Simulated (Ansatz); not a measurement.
# BiPd3: the cost of one run

Computed with the Python package of Ansatz 0.2.0. Level of theory: DFT r2SCAN, plane waves, PAW.

### Step 1. The system

Symmetry: Fm-3m, No. 225, cubic system. Conventional cell: a = 6.526 Å, b = 6.526 Å, c = 6.526 Å, α = 90.00°, β = 90.00°, γ = 90.00°. Bi (site symmetry m-3m) has 8 Pd at 2.83 Å in its first shell of neighbours. Pd (site symmetry -43m) has 4 Bi at 2.83 Å and 4 Pd at 2.83 Å in its first shell of neighbours. Pd (site symmetry m-3m) is surrounded by 8 Pd at 2.83 Å.

The script holds or builds the structure itself.

### Step 2. The code

bipd3_smear.py

```python
"""How the energy of BiPd3 depends on the smearing."""

import warnings

import ansatz as az
import pandas as pd


def main() -> None:
    warnings.simplefilter("ignore", az.DeckWarning)

    lattice = az.Lattice.of(
        (0.0, 3.263086, 3.263086),
        (3.263086, 0.0, 3.263086),
        (3.263086, 3.263086, 0.0),
    )
    sites = [
        ("Bi", (0.5, 0.5, 0.5)),
        ("Pd", (0.75, 0.75, 0.75)),
        ("Pd", (0.25, 0.25, 0.25)),
        ("Pd", (0.0, 0.0, 0.0)),
    ]
    cell = az.Crystal(lattice=lattice)
    for symbol, position in sites:
        cell = cell.atom(symbol, position)

    base = (
        cell.calculation()
        .kpoints(6, 6, 6)
        .functional("r2SCAN")
        .forces()
        .stress()
    )

    rows = []
    for value in [0.5, 0.3, 0.2, 0.1]:
        rep = base.occupations("gaussian", width=value).run(threads=1, pin="off").report
        rows.append((value, rep["free_energy_ev"] / len(rep["lattice"]["sites"]), rep["n_iterations"], sum(rep["stress_gpa"][i][i] for i in range(3)) / 3, max(abs(f) for row in rep["forces_ev_ang"] for f in row), rep["n_kpoints"]))

    table = pd.DataFrame(rows, columns=["width (eV)", "F/atom (eV)", "iterations", "P (GPa)", "max component (eV/A)", "k-points"])
    print(table.round(5).to_string(index=False))

    # differences from the last row
    for row in rows[:-1]:
        shift = 1000 * (row[1] - rows[-1][1])
        print(f"{row[0]}: {shift:+.2f} meV/atom" + ("  (within 5 meV)" if abs(shift) < 5 else ""))


if __name__ == "__main__":
    main()
```

### Step 3. What the engine is handed

The package turns the script's settings into the engine's input (first run):

```yaml
crystal:
  lattice:
    - [0.0, 3.263086, 3.263086]
    - [3.263086, 0.0, 3.263086]
    - [3.263086, 3.263086, 0.0]
  atoms:
    - { symbol: Bi, position: [0.5, 0.5, 0.5] }
    - { symbol: Pd, position: [0.75, 0.75, 0.75] }
    - { symbol: Pd, position: [0.25, 0.25, 0.25] }
    - { symbol: Pd, position: [0.0, 0.0, 0.0] }
kpoints:
  mp_grid:
    grid: [6, 6, 6]
hamiltonian:
  xc: r2scan
scf:
  occupations:
    method: gaussian
    width: 0.5
output:
  forces: true
  stress: true
```

### Step 4. Launch

Command:

```bash
$ python bipd3_smear.py
```

Q: Estimate wall time and peak memory on 1 thread of Arm Neoverse V1, shared host.

About 29 s, with a peak of 0.67 GiB.
